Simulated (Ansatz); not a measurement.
**CH₅AlBClO: a ladder of functionals and wavefunction methods**

One table from this session's results is given with a row withheld; the runs are named, their logs left out.

Computed with Ansatz 0.2.0, Gaussian basis. Level: functionals in def2-TZVPP, the program's frozen cores in correlated methods.

Levels to be run: PBE-D4, r2SCAN-D4, PBE0-D4, B3LYP-D4, ωB97X-V, ωB97M-V, B2PLYP; CCSD(T)/def2-TZVPP; MP2/def2-QZVPP; extrapolation to the limit.

## The relaxed structure

The geometry comes from an earlier relaxation with PBE0-D4 in a triple-zeta def2 set; it is a stationary point, not always the lowest conformer.

SMILES `BC[O][AlH][Cl]`, 10 atoms, charge 0, spin multiplicity 1.

Atoms are counted from 1 here; the program's logs count them from 0.

Bond lengths: B1–C2 1.548 Å, B1–H6 1.198 Å, B1–H7 1.197 Å, C2–O3 1.406 Å, C2–H8 1.104 Å, C2–H9 1.105 Å, O3–Al4 1.676 Å, Al4–Cl5 2.098 Å, Al4–H10 1.563 Å. Angles: C2–B1–H6 121.8°, C2–B1–H7 118.3°, H6–B1–H7 119.9°, B1–C2–O3 118.3°, B1–C2–H8 108.5°, B1–C2–H9 106.2°, O3–C2–H8 111.0°, O3–C2–H9 108.6°, H8–C2–H9 103.0°, C2–O3–Al4 134.0°, O3–Al4–Cl5 118.5°, O3–Al4–H10 120.1°, Cl5–Al4–H10 121.4°.

Set-up of the first run:

in.yaml reads:

```yaml
crystal:
  periodic: [false, false, false]
  atoms:
    - {symbol: B, position_ang: [0.128590, 1.145362, 1.094783]}
    - {symbol: C, position_ang: [-0.864451, 0.089600, 0.551539]}
    - {symbol: O, position_ang: [-0.342934, -1.057429, -0.073051]}
    - {symbol: Al, position_ang: [0.716229, -1.308747, -1.346875]}
    - {symbol: Cl, position_ang: [1.321009, 0.345354, -2.487537]}
    - {symbol: H, position_ang: [1.314328, 0.994192, 1.020780]}
    - {symbol: H, position_ang: [-0.315792, 2.123444, 1.622012]}
    - {symbol: H, position_ang: [-1.593607, 0.598958, -0.101656]}
    - {symbol: H, position_ang: [-1.480728, -0.226731, 1.412375]}
    - {symbol: H, position_ang: [1.200356, -2.755304, -1.689468]}
basis:
  gaussian: {orbitals: def2-TZVPP}
hamiltonian: {xc: pbe, dispersion: d4}
output: {forces: true, orbitals: {seedname: orbitals}}
```

The run is started by

```
> ansatz run in.yaml --threads 4 --pin off --events-out ev --progress --plain --max-ram 10444MiB
```

Steps of the session up to this table: PBE-D4 (GGA); r2SCAN-D4 (meta-GGA); PBE0-D4 (hybrid); B3LYP-D4 (hybrid); ωB97X-V (range-separated); ωB97M-V (range-separated); B2PLYP (double hybrid); CCSD(T) in def2-TZVPP; MP2 in def2-QZVPP.

One table of the session follows, with a row left open; its other results are not shown here.

```
            method  atomisation energy (kJ/mol)
            PBE-D4                       3598.2
         r2SCAN-D4                       3585.0
           PBE0-D4                       3550.8
          B3LYP-D4                       3554.3
           ωB97X-V                       3572.8
           ωB97M-V                       3577.5
            B2PLYP                       3522.9
     HF/def2-TZVPP                       2696.2
    MP2/def2-TZVPP                       3541.7
   CCSD/def2-TZVPP                       3419.4
CCSD(T)/def2-TZVPP                            ?
           MP2/CBS                       3632.4
       CCSD(T)/CBS                       3556.4
```

Estimate the missing values for CCSD(T)/def2-TZVPP.

As computed: atomisation energy (kJ/mol): 3465.7. In the column «atomisation energy (kJ/mol)» it lies between CCSD/def2-TZVPP (3419.4) and B2PLYP (3522.9).

Caveats from the session: Free atoms (1 B, 1 C, 1 O, 1 Al, 1 Cl, 5 H) were run apart at each level; the atomisation energy is their sum less the molecule, without zero-point or spin-orbit terms.
